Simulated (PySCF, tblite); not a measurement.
# B9N9H14: electronic excitations, NMR shifts

Wanted: electronic excitations, NMR shifts for B9N9H14.

Computed with tblite 0.8.0 and PySCF 2.14.0 and routines of our own; the level stands in each step. Atoms count from 0.

## (1) The starting structure

32 atoms, charge 0, multiplicity 1; geometry from: force field, distance geometry or constructed start.

## (2) Optimising the geometry with GFN2-xTB

The job: settings as JSON, then the geometry in Å.

```
{"job": {"kind": "relax", "xc": "GFN2-xTB", "basis": "xTB"}, "charge": 0, "multiplicity": 1}
B      2.762400     0.823400     0.585800
N      1.983600     1.905000     0.028300
B      0.979400     2.420700     0.919800
N     -0.350900     2.427400     0.360400
B     -0.534300     2.366700    -1.065800
N     -1.641200     1.636600    -1.624000
B     -1.362700     1.904100     1.246800
N     -2.130000     0.827900     0.699400
B     -2.192500     0.642100    -0.738200
N     -2.246300    -0.680100    -1.288400
B     -2.301300    -0.302400     1.579300
N     -1.874100    -1.556700     1.029200
B     -1.763700    -1.709500    -0.401500
N     -0.709800    -2.520300    -0.961400
B      0.405400    -2.721400    -0.075000
N      1.674000    -2.344300    -0.621100
B      2.496000    -1.552800     0.257000
N      2.922100    -0.304600    -0.297100
H      3.212400     0.860500     1.667100
H      2.148500     2.277000    -0.919500
H      1.209800     2.816700     1.997400
H      0.217100     2.919700    -1.777600
H     -2.002200     1.814100    -2.572200
H     -1.545700     2.318500     2.325700
H     -2.597100    -0.875400    -2.246600
H     -2.751200    -0.202800     2.661000
H     -1.641200    -2.347700     1.658000
H     -0.757000    -2.922700    -1.915000
H      0.292800    -3.168100     1.000000
H      1.979400    -2.615500    -1.581500
H      2.791400    -1.905200     1.332200
H      3.317700    -0.211700    -1.253400
```

Command:

```console
$ OMP_NUM_THREADS=1 python large_run.py task.json out
```

This one command runs all jobs of the session in turn.

Standard output:

```text
step      E/eV     max force
  0   -1225.42273    1.947
  1   -1225.94554    1.510
  2   -1226.55089    1.099
  3   -1226.89522    1.023
  4   -1227.03760    0.614
  5   -1227.10471    0.564
  6   -1227.21423    0.515
  7   -1227.26884    0.465
  8   -1227.32038    0.438
  9   -1227.36788    0.448
 10   -1227.42304    0.519
 11   -1227.48212    0.479
 12   -1227.52812    0.459
 13   -1227.55517    0.296
 14   -1227.57243    0.266
 15   -1227.58476    0.231
 16   -1227.59512    0.259
 17   -1227.60547    0.222
 18   -1227.61558    0.230
 19   -1227.62711    0.198
 20   -1227.63764    0.175
 21   -1227.64592    0.194
 22   -1227.65280    0.202
 23   -1227.66018    0.172
 24   -1227.66911    0.188
 25   -1227.67845    0.204
 26   -1227.68595    0.166
 27   -1227.69150    0.127
 28   -1227.69640    0.134
 29   -1227.70090    0.120
 30   -1227.70426    0.116
 31   -1227.70684    0.108
 32   -1227.70968    0.095
 33   -1227.71351    0.112
 34   -1227.71770    0.142
 35   -1227.72122    0.122
 36   -1227.72394    0.096
 37   -1227.72658    0.101
 38   -1227.72953    0.109
 39   -1227.73217    0.092
 40   -1227.73413    0.085
 41   -1227.73585    0.096
 42   -1227.73780    0.113
 43   -1227.73975    0.119
 44   -1227.74125    0.081
 45   -1227.74236    0.058
 46   -1227.74340    0.068
 47   -1227.74445    0.064
 48   -1227.74531    0.064
 49   -1227.74602    0.051
 50   -1227.74682    0.065
 51   -1227.74786    0.069
 52   -1227.74895    0.062
 53   -1227.74978    0.048
 54   -1227.75039    0.045
 55   -1227.75101    0.050
 56   -1227.75166    0.047
 57   -1227.75218    0.044
 58   -1227.75252    0.027
 59   -1227.75281    0.041
 60   -1227.75314    0.049
 61   -1227.75348    0.040
 62   -1227.75376    0.027
 63   -1227.75397    0.026
 64   -1227.75418    0.035
 65   -1227.75443    0.042
 66   -1227.75465    0.033
 67   -1227.75482    0.025
 68   -1227.75494    0.019
```

Wall time 2 s (1 thread of Arm Neoverse N1, shared host); peak memory 0.16 GiB.

The steps of the relaxation:

| step | energy from step 0 (eV) | largest force (eV/Å) |
| --- | --- | --- |
| 0 | 0.0000 | 1.9468 |
| 1 | -0.5228 | 1.5098 |
| 2 | -1.1282 | 1.0990 |
| 3 | -1.4725 | 1.0229 |
| 4 | -1.6149 | 0.6139 |
| 5 | -1.6820 | 0.5641 |
| 6 | -1.7915 | 0.5149 |
| 7 | -1.8461 | 0.4642 |
| 8 | -1.8976 | 0.4378 |
| 13 | -2.1324 | 0.2955 |
| 18 | -2.1928 | 0.2294 |
| 23 | -2.2375 | 0.1719 |
| 28 | -2.2737 | 0.1333 |
| 33 | -2.2908 | 0.1114 |
| 38 | -2.3068 | 0.1089 |
| 43 | -2.3170 | 0.1185 |
| 48 | -2.3226 | 0.0636 |
| 53 | -2.3271 | 0.0482 |
| 58 | -2.3298 | 0.0275 |
| 64 | -2.3314 | 0.0355 |
| 65 | -2.3317 | 0.0414 |
| 66 | -2.3319 | 0.0328 |
| 67 | -2.3321 | 0.0250 |
| 68 | -2.3322 | 0.0190 |

Close pairs (by a distance rule), those that changed most:

| bond | before (Å) | after (Å) | change (Å) |
| --- | --- | --- | --- |
| N11–H26 | 1.037 | 1.007 | -0.030 |
| N15–H29 | 1.044 | 1.015 | -0.029 |
| N9–H24 | 1.039 | 1.010 | -0.029 |
| B4–N5 | 1.439 | 1.410 | -0.029 |
| B10–N11 | 1.435 | 1.409 | -0.026 |
| N17–H31 | 1.039 | 1.014 | -0.025 |
| N13–H27 | 1.036 | 1.013 | -0.023 |
| B0–N1 | 1.445 | 1.423 | -0.022 |

The next job starts from the end point, and lists it.

## (3) Electronic excitations: TDDFT B3LYP/6-31G*

The job: settings as JSON, then the geometry in Å.

```
{"job": {"kind": "uv", "basis": "6-31G*", "grid": 1, "kgrid": 0, "vcut": 1.5, "nstates": 6, "ntriplets": 2, "tda": false, "delta": [], "pop": true, "xc": "B3LYP"}, "charge": 0, "multiplicity": 1}
B      2.750828     0.877803     0.547939
N      2.035860     2.001211     0.047461
B      1.036517     2.644248     0.847208
N     -0.302668     2.617124     0.319399
B     -0.630629     2.650444    -1.078925
N     -1.525491     1.688317    -1.589723
B     -1.177784     1.882573     1.203601
N     -1.891142     0.769901     0.666969
B     -1.878936     0.568752    -0.760113
N     -1.991623    -0.746453    -1.294717
B     -2.227855    -0.348153     1.514411
N     -2.100962    -1.636472     0.958363
B     -1.697012    -1.832202    -0.401766
N     -0.794283    -2.875795    -0.822952
B      0.402269    -2.961469    -0.019344
N      1.612958    -2.439828    -0.549824
B      2.452498    -1.593713     0.248068
N      2.774198    -0.306307    -0.257693
H      3.178593     0.865295     1.633346
H      1.743743     1.906147    -0.919545
H      1.274996     2.960626     1.946809
H     -0.133241     3.439200    -1.797006
H     -1.737743     1.668525    -2.575729
H     -1.184138     2.094689     2.354852
H     -1.876904    -0.871294    -2.290302
H     -2.515595    -0.198587     2.639258
H     -2.113417    -2.438089     1.567712
H     -0.622491    -2.857444    -1.821557
H      0.345841    -3.289380     1.100602
H      1.559858    -2.170489    -1.526587
H      2.738713    -1.896922     1.337085
H      2.485912    -0.153495    -1.218288
```

Method: TDDFT B3LYP/6-31G*, vertical, gas phase, core orbitals frozen in the response, virtual orbitals cut by energy.

Standard output:

```text
start: PBE on a coarse grid of 26377 points
cycle   1  E = -724.3766696964  dE =  2.596e+00  |g| = 1.169e+00  |ddm| = 5.811e+00
cycle   2  E = -723.8130841711  dE =  5.636e-01  |g| = 1.950e+00  |ddm| = 2.942e+00
cycle   3  E = -724.6934065660  dE = -8.803e-01  |g| = 2.092e-01  |ddm| = 1.938e+00
cycle   4  E = -724.7046889410  dE = -1.128e-02  |g| = 5.746e-02  |ddm| = 2.571e-01
cycle   5  E = -724.7053584072  dE = -6.695e-04  |g| = 2.498e-02  |ddm| = 7.144e-02
cycle   6  E = -724.7054940594  dE = -1.357e-04  |g| = 9.013e-03  |ddm| = 2.999e-02
final grid: 115534 points
cycle   7  E = -725.5468923763  dE = -6.223e-03  |g| = 1.079e-01  |ddm| = 2.766e-01
cycle   8  E = -725.5449150390  dE =  1.977e-03  |g| = 1.431e-01  |ddm| = 1.687e-01
cycle   9  E = -725.5492709198  dE = -4.356e-03  |g| = 1.028e-02  |ddm| = 1.028e-01
cycle  10  E = -725.5492979835  dE = -2.706e-05  |g| = 3.041e-03  |ddm| = 1.343e-02
cycle  11  E = -725.5493006169  dE = -2.633e-06  |g| = 1.136e-03  |ddm| = 3.095e-03
cycle  12  E = -725.5493004479  dE =  1.691e-07  |g| = 3.391e-04  |ddm| = 1.121e-03
cycle  13  E = -725.5493007413  dE = -2.935e-07  |g| = 7.044e-05  |ddm| = 3.391e-04
converged SCF energy = -725.5493007413

Static polarisability (au): isotropic 147.240, principal 132.680 142.821 166.217

Singlet excitations
state   eV       nm        f      main configurations
  1   5.4319    228.3   0.04360   H->L 0.68, H-1->L 0.27
  2   5.7911    214.1   0.00539   H-1->L 0.64, H->L 0.29
  3   6.0643    204.4   0.00986   H-1->L+1 0.41, H->L+2 0.27
  4   6.0875    203.7   0.02934   H->L+1 0.82
  5   6.2619    198.0   0.02368   H->L+2 0.40, H-2->L 0.29, H-1->L+1 0.11
  6   6.4072    193.5   0.06237   H-2->L 0.40, H-1->L+1 0.24, H-1->L+2 0.12

Triplet excitations (Tamm-Dancoff, eV): 5.0167 5.4579
```

Wall time 82 s (1 thread of Arm Neoverse N1, shared host); peak memory 0.63 GiB.

Frontier orbitals and where they lie:

| orbital | eV | atoms |
| --- | --- | --- |
| HOMO−4 | -8.08 | N7 20 %, N1 16 %, N15 14 % |
| HOMO−3 | -7.85 | N3 20 %, N17 19 %, N13 13 % |
| HOMO−2 | -7.21 | N11 35 %, N5 19 %, N9 15 % |
| HOMO−1 | -6.66 | N17 21 %, N1 20 %, N15 18 % |
| HOMO | -6.55 | N13 22 %, N3 19 %, N9 16 % |
| LUMO | -0.18 | B4 29 %, B2 27 %, B6 17 % |
| LUMO+1 | 0.31 | B14 28 %, B10 20 %, B0 11 % |
| LUMO+2 | 0.48 | B8 22 %, B6 19 %, B4 14 % |
| LUMO+3 | 0.68 | B16 24 %, B12 16 %, B10 15 % |

With each of the 6 states as a Gaussian band of 0.4 eV half-width at 1/e, the curve within the window shown has maxima at 198 nm (ε 4,500) L/(mol cm). Beyond the last state computed it falls off for lack of states. The curve at chosen wavelengths:

```csv
nm,ε (L/mol/cm)
185,1856
188,2771
191,3637
194,4265
196,4490
199,4517
202,4232
205,3758
208,3233
211,2772
213,2534
216,2295
219,2176
222,2126
225,2086
228,2010
230,1927
233,1749
236,1519
239,1263
242,1005
245,767
247,627
250,449
253,310
256,207
```

Leading natural transition orbitals of singlet state 6: the hole lies on N1, N17 about 20 % each; N3 17 %; N15 13 %; the particle on B10 23 %; B12 12 %; B8, B14 about 7 % each.

Leading natural transition orbitals of singlet state 1: the hole lies on N3 35 %; N1 17 %; N5, N7, N9 about 7 % each; the particle on B2, B4 about 22 % each; B6 11 %; H19, H20, H21 about 5 % each.

Ground-state properties from the same run:

| property | computed |
| --- | --- |
| dipole moment (D) | 5.65 |
| polarisability (Å³) | 21.82 |
| HOMO–LUMO gap (eV) | 6.37 |
| −ε(HOMO) (eV) | 6.55 |

Orbitals, density, ELF and potential are computed afterwards from the orbital file.

Frontier orbitals at B3LYP/6-31G*, with the share of their density that lies nearest to each atom:

| orbital | energy (eV) | lies on |
| --- | --- | --- |
| HOMO | -6.55 | N3, N13 about 20 % each; N9 15 %; N7 10 % |
| LUMO | -0.18 | B2, B4 about 21 % each; B6 13 % |

ELF in a plane through or near 6 of the atoms.

Values, 10 rows by 14 columns:
```
0.00 0.00 0.00 0.00 0.00 0.00 0.00 0.00 0.00 0.00 0.00 0.00 0.00 0.00
0.00 0.00 0.00 0.00 0.00 0.00 0.00 0.00 0.00 0.00 0.00 0.00 0.00 0.00
0.00 0.00 0.00 0.00 0.00 0.03 0.22 0.07 0.01 0.01 0.01 0.00 0.00 0.00
0.00 0.00 0.04 0.27 0.12 0.09 0.85 0.49 0.10 0.41 0.30 0.06 0.00 0.00
0.00 0.00 0.35 0.80 0.58 0.33 0.25 0.17 0.14 0.24 0.65 0.73 0.44 0.00
0.00 0.00 0.12 0.52 0.55 0.12 0.00 0.00 0.01 0.26 0.53 0.54 0.09 0.00
0.00 0.00 0.12 0.79 0.49 0.77 0.19 0.29 0.35 0.74 0.49 0.26 0.04 0.00
0.00 0.00 0.05 0.63 0.76 0.36 0.84 0.82 0.78 0.64 0.50 0.18 0.00 0.00
0.00 0.00 0.00 0.00 0.06 0.18 0.30 0.36 0.23 0.16 0.01 0.00 0.00 0.00
0.00 0.00 0.00 0.00 0.00 0.00 0.00 0.00 0.00 0.00 0.00 0.00 0.00 0.00
```
The map spans 11.7 Å across and 11.4 Å up, centred on the molecule. Atoms in the plane (x, y in Å): B0 (-1.3, -2.6), N1 (-2.3, -1.7), N3 (-2.6, 0.7), B12 (2.1, 1.4), B14 (2.9, -0.9), B16 (1.2, -2.7).

On the surface of density 0.002 e/bohr³ the electrostatic potential runs, from the 1st to the 99th percentile, from -0.91 V near N1 to 2.27 V near H24.

## (4) NMR shifts: GIAO KT3/pcSseg-1

Settings changed since step 3:

```diff
@@ -1,2 +1,2 @@
-{"job": {"kind": "uv", "basis": "6-31G*", "grid": 1, "kgrid": 0, "vcut": 1.5, "nstates": 6, "ntriplets": 2, "tda": false, "delta": [], "pop": true, "xc": "B3LYP"}, "charge": 0, "multiplicity": 1}
+{"job": {"kind": "nmr", "xc": "KT3", "basis": "pcSseg-1", "pop": false}, "charge": 0, "multiplicity": 1}
 B      2.750828     0.877803     0.547939
```

With the program's defaults for keys left out, this is: GIAO KT3/pcSseg-1 NMR shielding, non-relativistic, gas phase.

Standard output:

```text
start: PBE on a coarse grid of 26377 points
cycle   1  E = -724.1021749492  dE =  2.526e+00  |g| = 1.168e+00  |ddm| = 5.342e+00
cycle   2  E = -723.4988032510  dE =  6.034e-01  |g| = 2.012e+00  |ddm| = 2.759e+00
cycle   3  E = -724.4073017458  dE = -9.085e-01  |g| = 2.066e-01  |ddm| = 1.902e+00
cycle   4  E = -724.4179909821  dE = -1.069e-02  |g| = 5.940e-02  |ddm| = 2.465e-01
cycle   5  E = -724.4187092480  dE = -7.183e-04  |g| = 2.418e-02  |ddm| = 6.853e-02
cycle   6  E = -724.4188239079  dE = -1.147e-04  |g| = 9.863e-03  |ddm| = 2.706e-02
final grid: 244945 points
cycle   7  E = -737.0126749227  dE = -3.676e-02  |g| = 1.339e-01  |ddm| = 4.618e-01
cycle   8  E = -737.0045604703  dE =  8.114e-03  |g| = 2.342e-01  |ddm| = 2.707e-01
cycle   9  E = -737.0166503903  dE = -1.209e-02  |g| = 1.213e-02  |ddm| = 1.714e-01
cycle  10  E = -737.0166835219  dE = -3.313e-05  |g| = 5.896e-03  |ddm| = 1.701e-02
cycle  11  E = -737.0166910137  dE = -7.492e-06  |g| = 1.782e-03  |ddm| = 5.567e-03
cycle  12  E = -737.0166918045  dE = -7.908e-07  |g| = 5.013e-04  |ddm| = 1.889e-03
cycle  13  E = -737.0166907485  dE =  1.056e-06  |g| = 1.604e-04  |ddm| = 4.830e-04
cycle  14  E = -737.0166893249  dE =  1.424e-06  |g| = 5.511e-05  |ddm| = 1.698e-04
converged SCF energy = -737.0166893249

GIAO shielding tensors (ppm)
atom      isotropic    diamagn.    paramagn.     s11        s22        s33       span
  0 B       75.655     205.456    -129.801     53.272     60.656    113.037     59.764
  1 N       95.713     341.627    -245.913     -7.838    103.179    191.799    199.638
  2 B       70.203     205.020    -134.816     51.423     52.403    106.783     55.360
  3 N       83.830     343.351    -259.521    -14.302     38.578    227.214    241.516
  4 B       75.424     208.662    -133.238     48.319     63.945    114.008     65.689
  5 N      132.626     333.373    -200.746     26.349    162.552    208.978    182.629
  6 B       74.258     205.707    -131.449     52.596     60.219    109.959     57.363
  7 N      100.193     341.150    -240.958     20.985     29.705    249.889    228.904
  8 B       80.089     211.088    -130.999     60.349     73.028    106.889     46.540
  9 N      151.125     337.272    -186.147     79.655    173.709    200.011    120.356
 10 B       73.212     203.385    -130.173     49.118     63.377    107.141     58.023
 11 N      139.338     332.013    -192.675     45.654    156.979    215.382    169.728
 12 B       77.572     210.246    -132.674     61.407     67.406    103.902     42.495
 13 N      146.128     336.514    -190.386     72.612    161.262    204.510    131.897
 14 B       71.526     206.992    -135.466     47.034     56.566    110.977     63.943
 15 N      112.348     339.046    -226.698     19.620    134.025    183.399    163.778
 16 B       74.732     206.124    -131.392     51.292     60.564    112.340     61.048
 17 N      115.061     339.242    -224.181     21.165    140.020    183.998    162.833
 18 H       27.344      34.863      -7.519     25.309     27.619     29.105      3.796
 19 H       28.328      46.186     -17.858     26.838     27.167     30.979      4.141
 20 H       26.721      33.827      -7.106     25.271     26.549     28.343      3.072
 21 H       26.963      33.569      -6.606     24.704     27.211     28.974      4.270
 22 H       26.768      35.863      -9.096     23.112     26.321     30.870      7.758
 23 H       26.942      34.802      -7.860     24.549     27.509     28.768      4.219
 24 H       28.339      40.966     -12.627     24.348     28.458     32.210      7.862
 25 H       27.092      32.926      -5.834     24.713     27.309     29.254      4.541
 26 H       26.813      34.400      -7.586     22.657     26.170     31.612      8.955
 27 H       29.152      40.637     -11.485     26.040     28.859     32.556      6.516
 28 H       27.168      37.136      -9.968     24.953     27.280     29.270      4.316
 29 H       28.071      44.037     -15.966     26.440     28.466     29.309      2.869
 30 H       27.309      35.613      -8.304     25.343     27.519     29.067      3.724
 31 H       28.207      45.540     -17.333     27.103     28.149     29.367      2.264
```

Wall time 65 s (1 thread of Arm Neoverse N1, shared host); peak memory 0.62 GiB.

Shifts follow as δ = σ(reference) − σ, with reference shieldings (ppm) from runs at the same level and on the same kind of geometry: ¹H TMS 31.76, ¹⁵N NH3 264.4, ¹¹B BF3·OEt2 100.0. The references are single molecules in the gas phase, so shifts against H2O, NH3, PH3, H3PO4 or CFCl3 are not on the usual liquid scales and can be off by tens of ppm.

| atoms | environment | σ (ppm) | δ (ppm) |
| --- | --- | --- | --- |
| H20 | hydrogen on a boron bonded to 2 N | 26.72 | 5.04 |
| H22 | hydrogen on a nitrogen bonded to 2 B | 26.77 | 4.99 |
| H26 | hydrogen on a nitrogen bonded to 2 B | 26.81 | 4.95 |
| H23 | hydrogen on a boron bonded to 2 N | 26.94 | 4.82 |
| H21 | hydrogen on a boron bonded to 2 N | 26.96 | 4.80 |
| H25 | hydrogen on a boron bonded to 2 N | 27.09 | 4.67 |
| H28 | hydrogen on a boron bonded to 2 N | 27.17 | 4.59 |
| H30 | hydrogen on a boron bonded to 2 N | 27.31 | 4.45 |
| H18 | hydrogen on a boron bonded to 2 N | 27.34 | 4.42 |
| H29 | hydrogen on a nitrogen bonded to 2 B | 28.07 | 3.69 |
| H31 | hydrogen on a nitrogen bonded to 2 B | 28.21 | 3.55 |
| H19 | hydrogen on a nitrogen bonded to 2 B | 28.33 | 3.43 |
| H24 | hydrogen on a nitrogen bonded to 2 B | 28.34 | 3.42 |
| H27 | hydrogen on a nitrogen bonded to 2 B | 29.15 | 2.61 |
| B2 | boron bonded to 2 N, H | 70.2 | 29.8 |
| B14 | boron bonded to 2 N, H | 71.5 | 28.4 |
| B10 | boron bonded to 2 N, H | 73.2 | 26.8 |
| B6 | boron bonded to 2 N, H | 74.3 | 25.7 |
| B16 | boron bonded to 2 N, H | 74.7 | 25.2 |
| B4 | boron bonded to 2 N, H | 75.4 | 24.6 |
| B0 | boron bonded to 2 N, H | 75.7 | 24.3 |
| B12 | boron bonded to 3 N | 77.6 | 22.4 |
| B8 | boron bonded to 3 N | 80.1 | 19.9 |
| N3 | nitrogen bonded to 3 B | 83.8 | 180.6 |
| N1 | nitrogen bonded to 2 B, H | 95.7 | 168.7 |
| N7 | nitrogen bonded to 3 B | 100.2 | 164.2 |
| N15 | nitrogen bonded to 2 B, H | 112.3 | 152.0 |
| N17 | nitrogen bonded to 2 B, H | 115.1 | 149.3 |
| N5 | nitrogen bonded to 2 B, H | 132.6 | 131.8 |
| N11 | nitrogen bonded to 2 B, H | 139.3 | 125.1 |
| N13 | nitrogen bonded to 2 B, H | 146.1 | 118.3 |
| N9 | nitrogen bonded to 2 B, H | 151.1 | 113.3 |

Ring of atoms N3, B4, N5, B6, N7, B8: NICS(0) -2.0, NICS(1) -2.8, NICS(1)zz -4.0 ppm (means of both faces).

Ring of atoms N7, B8, N9, B10, N11, B12: NICS(0) -2.6, NICS(1) -2.6, NICS(1)zz -1.9 ppm (means of both faces; NICS(1) differs between them: -3.7 and -1.5).

## (5) Summary of results

| quantity | value |
| --- | --- |
| lowest singlet (B3LYP/6-31G*) | 5.43 eV (228 nm), f = 0.044 |
| brightest single state of those computed | state 6, 6.41 eV, f = 0.062 |
| lowest triplet | 5.02 eV |
| surface potential, 1st and 99th percentile | -0.91 V and 2.27 V |
| ¹H shifts against TMS (KT3/pcSseg-1) | 5.04, 4.99, 4.95, 4.82, 4.80, 4.67, 4.59, 4.45, 4.42, 3.69, 3.55, 3.43, 3.42, 2.61 ppm |
| ¹¹B shifts against BF3·OEt2 (KT3/pcSseg-1) | 29.8, 28.4, 26.8, 25.7, 25.2, 24.6, 24.3, 22.4, 19.9 ppm |
| ¹⁵N shifts against NH3 (KT3/pcSseg-1) | 180.6, 168.7, 164.2, 152.0, 149.3, 131.8, 125.1, 118.3, 113.3 ppm |

**Reading.** The first singlet state (HOMO→LUMO 0.68, HOMO−1→LUMO 0.27) lies at 5.43 eV and is weak; of the 6 states computed, the strongest absorption comes from state 6 at 6.41 eV (the last computed, so partners may be missing). The lowest triplet lies 0.42 eV below the lowest singlet (triplets in Tamm-Dancoff, singlets in full TDDFT). At KT3/pcSseg-1: Shielding is most anisotropic at N3 (span 242 ppm, paramagnetic term -260 ppm).
